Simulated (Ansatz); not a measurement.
## Molecular dynamics of Ta2O5

The input (input.yaml):

```yaml
accuracy: low
crystal:
  lattice:
    - [-5.474387, 0.0, 0.0]
    - [0.0, -4.923198, 0.0]
    - [-1.915408, 0.0, 5.825747]
  atoms:
    - { symbol: Ta, position: [0.2828, 0.5, 0.2696] }
    - { symbol: Ta, position: [0.7172, 0.5, 0.7304] }
    - { symbol: O, position: [0.311, 0.336, 0.934] }
    - { symbol: O, position: [0.689, 0.336, 0.066] }
    - { symbol: O, position: [0.91, 0.319, 0.323] }
    - { symbol: O, position: [0.09, 0.319, 0.677] }
    - { symbol: O, position: [0.0, 0.799, 0.5] }
    - { symbol: Ta, position: [0.7828, 0.0, 0.2696] }
    - { symbol: Ta, position: [0.2172, 0.0, 0.7304] }
    - { symbol: O, position: [0.811, 0.836, 0.934] }
    - { symbol: O, position: [0.189, 0.836, 0.066] }
    - { symbol: O, position: [0.41, 0.819, 0.323] }
    - { symbol: O, position: [0.59, 0.819, 0.677] }
    - { symbol: O, position: [0.5, 0.299, 0.5] }
basis:
  ecutwfc: 420.0
kpoints:
  mp_grid: { grid: [2, 2, 2] }
hamiltonian:
  xc: pbesol
  pseudopotentials: { kind: paw, azcp: { folder: soft_1 } }
scf:
  occupations: { method: fermi_dirac, width: 0.24 }
  lower_state_search: "off"
md:
  timestep: 0.75
  n_steps: 200
  ensemble: nvt_langevin
  temperature: 2800.0
  initial_velocities: maxwell_boltzmann
  seed: 746599
  friction: 0.02
```

Launched with:

```bash
$ ansatz run input.yaml --threads 1 --pin off --max-ram 3072MiB --backend cpu --events-out ev --progress --plain --runs-dir out
```

It starts from an unrelaxed structure (largest force component 5.28 eV/Å).

Output, in part (step lines):

```
md step     0: t =     0.00 fs  T =  2600.0 K  F+E_penalty+E_count = -44841.06442011 eV  E_kin = 4.705064 eV  (9 SCF iters)
md step     1: t =     0.75 fs  T =  2351.4 K  F+E_penalty+E_count = -44840.87513938 eV  E_kin = 4.255264 eV  (8 SCF iters)
md step     2: t =     1.50 fs  T =  2353.8 K  F+E_penalty+E_count = -44840.75294988 eV  E_kin = 4.259525 eV  (8 SCF iters)
md step     3: t =     2.25 fs  T =  2178.0 K  F+E_penalty+E_count = -44840.69722811 eV  E_kin = 3.941450 eV  (8 SCF iters)
md step     4: t =     3.00 fs  T =  2079.3 K  F+E_penalty+E_count = -44840.71159897 eV  E_kin = 3.762827 eV  (8 SCF iters)
md step     5: t =     3.75 fs  T =  2187.2 K  F+E_penalty+E_count = -44840.79123616 eV  E_kin = 3.958119 eV  (6 SCF iters)
md step     6: t =     4.50 fs  T =  2142.6 K  F+E_penalty+E_count = -44840.94527969 eV  E_kin = 3.877315 eV  (6 SCF iters)
md step     7: t =     5.25 fs  T =  2369.0 K  F+E_penalty+E_count = -44841.15752125 eV  E_kin = 4.287056 eV  (6 SCF iters)
[... lines left out ...]
md step   199: t =   149.25 fs  T =  3255.3 K  F+E_penalty+E_count = -44844.14163888 eV  E_kin = 5.890927 eV  (7 SCF iters)
md step   200: t =   150.00 fs  T =  3209.7 K  F+E_penalty+E_count = -44844.23932610 eV  E_kin = 5.808377 eV  (9 SCF iters)
```

The steps, from the saved trajectory:

| time (fs) | T (K) | potential energy less start (eV) |
| --- | --- | --- |
| 0 | 2600 | 0.000 |
| 4.5 | 2143 | 0.119 |
| 9 | 3406 | -1.545 |
| 13.5 | 3886 | -2.491 |
| 18 | 2942 | -1.554 |
| 22.5 | 2502 | -0.013 |
| 27 | 2886 | 0.008 |
| 31.5 | 3543 | -1.722 |
| 36 | 3582 | -3.191 |
| 40.5 | 3683 | -3.553 |
| 45 | 3328 | -2.865 |
| 49.5 | 2886 | -1.929 |
| 54 | 2771 | -1.199 |
| 58.5 | 2822 | -1.193 |
| 63 | 2667 | -1.793 |
| 67.5 | 2765 | -2.550 |
| 72 | 3169 | -3.002 |
| 76.5 | 3111 | -2.564 |
| 81 | 2672 | -1.745 |
| 85.5 | 2125 | -1.321 |
| 90 | 2744 | -1.799 |
| 94.5 | 3104 | -2.222 |
| 99 | 2594 | -2.296 |
| 103.5 | 2730 | -2.342 |
| 108 | 3126 | -2.178 |
| 112.5 | 2861 | -2.024 |
| 117 | 2794 | -2.151 |
| 121.5 | 3513 | -2.556 |
| 126 | 3729 | -2.412 |
| 130.5 | 3099 | -1.734 |
| 135 | 3096 | -2.068 |
| 139.5 | 3234 | -2.399 |
| 144 | 2527 | -2.295 |
| 148.5 | 3240 | -2.956 |

The run went to its last step. A run of 0.15 ps of so small a system gives no equilibrium averages. Limits of this set-up: coarse k mesh, PAW files made for another functional, low accuracy level.

Mean squared displacements from the first frame to the last, about the centre of mass: Ta 0.07 Å², O 1.08 Å².

Last frame:

```xyz
14
Lattice="-5.4744 0.0000 0.0000 0.0000 -4.9232 0.0000 -1.9154 0.0000 5.8257" Properties=species:S:1:pos:R:3
Ta -2.063 -2.401 1.774
Ta -5.340 -2.560 4.547
O -3.844 -2.049 5.652
O -3.062 -0.688 1.160
O -6.307 -0.988 2.048
O -0.889 -1.117 4.241
O -0.326 -3.573 2.801
Ta -4.698 -0.015 1.601
Ta -2.842 -0.255 4.066
O -5.880 -3.232 6.582
O -0.072 -4.761 0.092
O -2.668 -3.692 3.171
O -4.476 -4.593 4.735
O -3.771 -1.840 3.255
```

The run took 17 min on 1 thread of Arm Neoverse V1, with other jobs on the host, peak memory 0.47 GiB.
